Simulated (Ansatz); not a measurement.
Crystal: Ta4O.

```xyz
5
Lattice="3.2575 0.0000 0.0000 0.0000 3.2575 0.0000 0.0000 0.0000 7.4093" Properties=species:S:1:pos:R:3 pbc="T T T"
Ta    0.0000    0.0000    0.0000
Ta    1.6287    1.6287    1.6067
Ta    1.6287    1.6287    5.8027
Ta    0.0000    0.0000    3.7047
O     1.6287    1.6287    3.7047
```

The cell comes from a database or a generator and needn't be the stable form of this composition.

Base run:

* Program: Ansatz 0.2.0
* Functional: PBEsol
* Potentials or basis: Ansatz PAW
* Cutoff: 420 eV (not typed: the program's choice for these potentials)
* k mesh: 8 × 8 × 4
* Occupations: fermi-dirac, width 0.05 eV
* Spin: no spin polarisation
* Hubbard terms: Ta d U = 3 eV

Its results: band gap on the k mesh none (metal or under the smearing width); pressure -5.3 GPa; largest force 0.401 eV/Å.

Task: After a change of settings the same cell gave: band gap on the k mesh none (metal or under the smearing width); pressure -2.6 GPa; largest force 0.738 eV/Å. Which change was it?
A. hubbard terms from Ta d U = 3 eV to Ta d U = 5 eV
B. hubbard terms from Ta d U = 3 eV to Ta d U = 1 eV
C. hubbard terms from Ta d U = 3 eV to none; hubbard projectors from ortho-atomic (the default) to none

Result: A.

Caveats: spin-orbit coupling is left out, which moves the levels of the heavy elements; U without spin polarisation on a metal has little footing; the PAW data sets come from PBE, with cores solved anew for the run's functional, which leaves a small shift of forces and pressure.
